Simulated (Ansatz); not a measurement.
# SiAsH₂ (quartet): wave-function methods side by side, cc-pVDZ

Aim: climb from Hartree-Fock through coupled cluster and multireference methods for SiAsH₂ (quartet) at one geometry and basis, and see what each rung misses.

The runs use Ansatz 0.2.0, Gaussian basis; cc-pVDZ, core rule «outside noble gas», up to 19 orbitals frozen.

To be run: UHF; CCSD(T) on ROHF; CCSD(T) on UHF; BCCD(T) on ROHF; CISD as a restricted active space (open shells left free, so some higher excitations enter); CCSDT(Q) on ROHF; CCSDT(Q) on UHF; CCSDTQ on ROHF; CASSCF and MRCISD+Q, 11 electrons in 10 orbitals; CASSCF and NEVPT2, 11 electrons in 10 orbitals.

5 further runs of the same task are left out: 5 set aside as unsound or not needed. Runs told in other sessions of the task aren't counted.

### Step 1. The system

The geometry is a PBE0/def2-TZVP stationary point (not a proven minimum). No spin-orbit coupling is included. The filled d shell of As may be among the frozen orbitals whatever the setting's name suggests.

4 atoms, charge 0, spin multiplicity 4.

Atoms are counted from 1 here; the program's logs count them from 0.

Bond lengths: Si1–As2 2.429 Å, Si1–H3 1.497 Å, As2–H4 1.525 Å. Angles: As2–Si1–H3 114.9°, Si1–As2–H4 92.5°.

### Step 2. UHF

in.yaml reads:

```yaml
crystal:
  periodic: [false, false, false]
  atoms:
    - {symbol: Si, position_ang: [0.000000, -0.125451, 1.746470]}
    - {symbol: As, position_ang: [0.000000, 0.050822, -0.676507]}
    - {symbol: H, position_ang: [0.000000, 1.182184, 2.474574]}
    - {symbol: H, position_ang: [0.000000, -1.464222, -0.852954]}
basis:
  gaussian: {orbitals: cc-pVDZ}
magnetization: {spin_polarized: true, initial_magnetization: 3}
hamiltonian: {xc: hf}
output: {orbitals: {seedname: orbitals}}
```

Run with:

```
> ansatz run in.yaml --threads 1 --pin off --events-out ev --progress --plain --max-ram 4096MiB --backend cpu
```

After this run come: CCSD(T) on ROHF; CCSD(T) on UHF; BCCD(T) on ROHF; CISD as a restricted active space (open shells left free, so some higher excitations enter); CCSDT(Q) on ROHF; CCSDT(Q) on UHF; CCSDTQ on ROHF; CASSCF and MRCISD+Q, 11 electrons in 10 orbitals; CASSCF and NEVPT2, 11 electrons in 10 orbitals.

**Question.** What will the summary of the whole plan be? Wanted: RCCSDTQ from the RHF energy; RMP2 from RCCSDTQ; UMP2 from RCCSDTQ; RCCSD from RCCSDTQ; RCCSD(T) from RCCSDTQ; UCCSD(T) from RCCSDTQ; RCCSDT(Q) from RCCSDTQ; UCCSDT(Q) from RCCSDTQ; NEVPT2 valence from RCCSDTQ.

**Answer**, as computed:

| quantity | value |
| --- | --- |
| RCCSDTQ from the ROHF energy | -5.4976 eV |
| RMP2 from RCCSDTQ | +1183.5 meV |
| UMP2 from RCCSDTQ | +1187.4 meV |
| RCCSD from RCCSDTQ | +199.7 meV |
| RCCSD(T) from RCCSDTQ | +43.3 meV |
| UCCSD(T) from RCCSDTQ | +39.2 meV |
| RCCSDT(Q) from RCCSDTQ | +0.9 meV |
| UCCSDT(Q) from RCCSDTQ | -3.5 meV |
| NEVPT2 valence from RCCSDTQ | +1024.8 meV |
| MRCISD+Q valence from RCCSDTQ | +29.7 meV |
| levels within 1 kcal/mol (43 meV) | RCCSD(T), UCCSD(T), BCCD(T), RCCSDT, UCCSDT, RCCSDT(Q), UCCSDT(Q), MRCISD+Q valence |
| T1 diagnostic | 0.028 |
| effectively unpaired electrons | 3.02 |

**Reading.** RCCSD(T) lands +43.3 meV from the yardstick (0.8 % of the correlation energy). One determinant dominates. Of the multireference levels listed MRCISD+Q valence comes nearest in total energy (+29.7 meV), which doesn't show that its space is the better one. These misses are within one basis, not against nature; the frozen cores of restricted and unrestricted runs differ, which can shift their rows.

With open shells the CI space here admits some higher excitations, so it is larger than plain CISD.
